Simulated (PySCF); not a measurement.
# [BBrH3]-: geometry, NMR shifts, electronic excitations and spin-spin couplings

Aim: predict the NMR shifts, electronic excitations and spin-spin couplings of [BBrH3]- (`[H][B-]([H])([H])Br`).

Computed with PySCF 2.14.0, with density-fitted response routines of our own, on a single molecule in the gas phase. Atoms count from 0, in the outputs and in this text.

## (1) The molecule as given

5 atoms, charge -1, multiplicity 1; geometry from: GFN2-xTB.

Bonds of the start (Å): B0–Br1 2.03, B0–H2 1.21, B0–H3 1.21, B0–H4 1.21.

## (2) Geometry optimisation at PBE0-D3(BJ)/def2-SVP

What the job is given:

```
{"job": {"xc": "PBE0", "basis": "def2-SVP", "d3": "d3bj", "grid": 1, "maxiter": 40, "kind": "geom"}, "charge": -1, "multiplicity": 1}
B     -0.002450     0.001710    -0.185070
Br     0.015160    -0.019850     1.842860
H      1.149500     0.010510    -0.559790
H     -0.585750     1.003800    -0.536400
H     -0.576460    -0.996180    -0.561610
```

**Question.** This job is followed by: GIAO PBE0/pcSseg-1 NMR shielding, non-relativistic, gas phase; TDDFT PBE0/def2-SVPD, vertical, gas phase, core orbitals frozen in the response; B3LYP/pcJ-1 Br:pcSseg-1 indirect spin-spin coupling, non-relativistic, gas phase; GIAO KT2/pcSseg-1 NMR shielding, non-relativistic, gas phase. Predict these results of the whole session: point group; rotational constants (main isotopes); 1H shifts against TMS (PBE0/pcSseg-1, means over atoms taken as alike); 11B shifts against BF3·OEt2 (PBE0/pcSseg-1); 79Br shifts against HBr (PBE0/pcSseg-1); lowest singlet (PBE0/def2-SVPD); brightest single state of those computed; lowest triplet; largest coupling of the table (B3LYP/pcSseg-1+pcJ-1); range of the shift of Br1.

**Answer**, as computed:

| quantity | value |
| --- | --- |
| point group | C3v |
| rotational constants (main isotopes) | 119.57, 8.41, 8.41 GHz |
| 1H shifts against TMS (PBE0/pcSseg-1, means over atoms taken as alike) | 2.44 ppm |
| 11B shifts against BF3·OEt2 (PBE0/pcSseg-1) | -21.5 ppm |
| 79Br shifts against HBr (PBE0/pcSseg-1) | -446 ppm |
| lowest singlet (PBE0/def2-SVPD) | 5.51 eV (225 nm), f = 0.024 |
| brightest single state of those computed | state 8, 6.62 eV, f = 0.110 |
| lowest triplet | 5.36 eV |
| largest coupling of the table (B3LYP/pcSseg-1+pcJ-1) | 1J(B,H) B0–H2, 116.4 Hz |
| range of the shift of Br1 | -446 to -428 ppm |

Over 4 steps the energy fell by 0.060 eV; of the close pairs, B0–Br1 changed most, 2.028 to 2.126 Å. At PBE0/pcSseg-1: The largest span, 47 ppm, is at B0, where the paramagnetic term is -63 ppm. The first singlet state (HOMO→LUMO 0.74, HOMO→LUMO+1 0.24) lies at 5.51 eV and is weak; of the 10 states computed, the strongest absorption comes from state 8 at 6.62 eV. The lowest triplet lies 0.15 eV below the lowest singlet (triplets in Tamm-Dancoff, singlets in full TDDFT). The lowest singlet lies above −ε(HOMO); no detachment energy was computed, so the anion's states may not be bound. Of the pairs tabulated at B3LYP/pcSseg-1+pcJ-1, B0–H2 (mean over like pairs) couples most strongly (116.4 Hz; Fermi contact 115.9 Hz). Across the 2 runs the shift of Br1 moves most, between -446 (PBE0/pcSseg-1) and -428 ppm (KT2/pcSseg-1). Spin-orbit coupling is left out, which matters for shieldings and couplings at and beside the heavy atoms.
